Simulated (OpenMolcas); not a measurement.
# Ir³⁺ among point charges: CASSCF and CASPT2 levels and susceptibility

Aim: the splitting of the states of Ir³⁺ in the field of 4 point charges, its lowest levels with spin-orbit coupling and its magnetic susceptibility.

Program: OpenMolcas 26.06. Level of theory: state-averaged CASSCF and CASPT2, spin-orbit coupling by RASSI with atomic mean-field integrals. These are calculated values, not measurements, unless marked.

### Step 1. The atom as given

```
Species                           : Ir³⁺ (iridium, Z = 77, 74 electrons)
Basis                             : ANO-RCC-VDZP [7s6p4d2f], 59 functions
Scalar Hamiltonian                : DKH2, point nucleus
Inactive shells                   : 1s 2s 2p 3s 3p 3d 4s 4p 4d 4f 5s 5p
Active space                      : 6 electrons in 5 orbitals (5d)
Some configurations of this space : 5d⁶
Orbitals                          : optimised for each spin and parity, averaged over all roots
```

Outer shells as boxes (Hund's rule):

5d6
```
5d [↑↓][↑ ][↑ ][↑ ][↑ ]
```

The ion sits among 4 point charges of -2 e arranged as a tetrahedron (Td), 2.3 Å from the ion.

Each step is its own input file, run in one work folder so that later steps find the files of earlier ones. Labels, J, g values, rates, χT and fits are worked out afterwards by a script from the matrices that RASSI stores.

### Step 2. GATEWAY and SEWARD: basis and integrals

The input, a.inp:

```
&GATEWAY
Coord
1

Ir 0.0 0.0 0.0
Basis=ANO-RCC-VDZP
Group=NoSym
NoMove
AngMom=0.0 0.0 0.0
AMFI
XField
4 Angstrom 0
1.327906 1.327906 1.327906 -2.000000
1.327906 -1.327906 -1.327906 -2.000000
-1.327906 1.327906 -1.327906 -2.000000
-1.327906 -1.327906 1.327906 -2.000000
&SEWARD
```

Run with:

```sh
OMP_NUM_THREADS=1 MOLCAS_MEM=1689 MOLCAS_PROJECT=a pymolcas a.inp > a.log
```

### Step 3. Reference wave functions, quintets, 5 roots

The input, a.inp:

```
&RASSCF
FileOrb=start.orb
Symmetry=1
Spin=5
nActEl=6 0 0
Inactive=34
Ras2=5
CIRoot=5 5 1
SDav=5
CIMx=300
Iter=120 100
PrWF=0.3
OrbListing=Nothing
MaxOrb=0
>>> COPY $Project.JobIph JOB001
```

start.orb holds the contracted functions of the basis, ordered by shell, or the orbitals of the step before.

### Step 4. Reference wave functions, triplets, 45 roots

The input, a.inp:

```
&RASSCF
FileOrb=start.orb
Symmetry=1
Spin=3
nActEl=6 0 0
Inactive=34
Ras2=5
CIRoot=45 45 1
SDav=45
CIMx=300
Iter=120 100
PrWF=0.3
OrbListing=Nothing
MaxOrb=0
>>> COPY $Project.JobIph JOB002
```

### Step 5. Reference wave functions, singlets, 50 roots

The input, a.inp:

```
&RASSCF
FileOrb=start.orb
Symmetry=1
Spin=1
nActEl=6 0 0
Inactive=34
Ras2=5
CIRoot=50 50 1
SDav=50
CIMx=300
Iter=120 100
PrWF=0.3
OrbListing=Nothing
MaxOrb=0
>>> COPY $Project.JobIph JOB003
```

### Step 6. RASSI: spin-orbit coupling between the states

The input, a.inp:

```
&RASSI
NrOfJobIphs=3 5 45 50
1 2 3 4 5
1 2 3 4 5 6 7 8 9 10 11 12 13 14 15 16 17 18 19 20 21 22 23 24 25 26 27
28 29 30 31 32 33 34 35 36 37 38 39 40 41 42 43 44 45
1 2 3 4 5 6 7 8 9 10 11 12 13 14 15 16 17 18 19 20 21 22 23 24 25 26 27
28 29 30 31 32 33 34 35 36 37 38 39 40 41 42 43 44 45 46 47 48 49 50
IphNames
JOB001
JOB002
JOB003
EJob
SpinOrbit
DIPRint=1.0
SOCoupling=1000.0
Subsets=2
Property=9
'ANGMOM' 1 'ANGMOM' 2 'ANGMOM' 3 'MLTPL  1' 1 'MLTPL  1' 2 'MLTPL  1' 3
'AMFI' 1 'AMFI' 2 'AMFI' 3
SOProperty=3
'ANGMOM' 1 'ANGMOM' 2 'ANGMOM' 3
```

### Step 7. CASPT2: IPEA 0.25, imaginary shift 0.1 (closed shells correlated: 4f 5s 5p)

The input, a.inp:

```
>>> COPY JOB001 $Project.JobIph
&CASPT2
Multistate=5 1 2 3 4 5
NoMult
Frozen=23
IPEA=0.25
Imaginary=0.1
MaxIter=60
WThr=0.0 0.3 0.05
PrWF=0.5
NoMix
>>> COPY JOB002 $Project.JobIph
&CASPT2
Multistate=45 1 2 3 4 5 6 7 8 9 10 11 12 13 14 15 16 17 18 19 20 21 22
23 24 25 26 27 28 29 30 31 32 33 34 35 36 37 38 39 40 41 42 43 44 45
NoMult
Frozen=23
IPEA=0.25
Imaginary=0.1
MaxIter=60
WThr=0.0 0.3 0.05
PrWF=0.5
NoMix
>>> COPY JOB003 $Project.JobIph
&CASPT2
Multistate=50 1 2 3 4 5 6 7 8 9 10 11 12 13 14 15 16 17 18 19 20 21 22
23 24 25 26 27 28 29 30 31 32 33 34 35 36 37 38 39 40 41 42 43 44 45 46
47 48 49 50
NoMult
Frozen=23
IPEA=0.25
Imaginary=0.1
MaxIter=60
WThr=0.0 0.3 0.05
PrWF=0.5
NoMix
```

(Steps that only read results are left out.)

Before running it: what results should come out? Wanted: spin-free ground state; first state of the same spin within the active space; lowest level; next level.

As calculated:

```
                                            quantity                                                                           value
                                              method  SS-CASPT2, IPEA 0.25, imaginary shift 0.1 (closed shells correlated: 4f 5s 5p)
                              spin-free ground state                                                  5E, 2-fold in its orbital part
first state of the same spin within the active space                                                                5T2 at 2380 cm⁻¹
                                        lowest level                                                                       1-fold A1
                                          next level                                                                      147.7 cm⁻¹
                                         χT at 300 K                                                                  4.95 cm³ K/mol
                           effective moment at 300 K                                                                         6.29 μB
```

Cost by method:

```csv
method,time of its own steps,time with the reference
A. CASSCF,21 s,21 s
"B. SS-CASPT2, IPEA 0.25, imaginary shift 0.1, +4f 5s 5p",17 s,38 s
```

Times are of one thread on a shared host.

The spin-free ground state (5E) comes to 100 % from free-ion D terms and keeps the highest spin of the shell. χT at 300 K is 4.95, against 3.01 cm³ K/mol for the spin alone, so orbital moment adds to it. An active space of the d shell alone favours high spin; real ions in strong fields can be low spin. CASPT2 does not keep the components of a term degenerate, and the means are used. An orbital doublet at a regular site is open to a Jahn-Teller distortion, which this geometry leaves out. The field of point charges can differ much from that of real complexes. This is an electrostatic model: the charges have no orbitals.
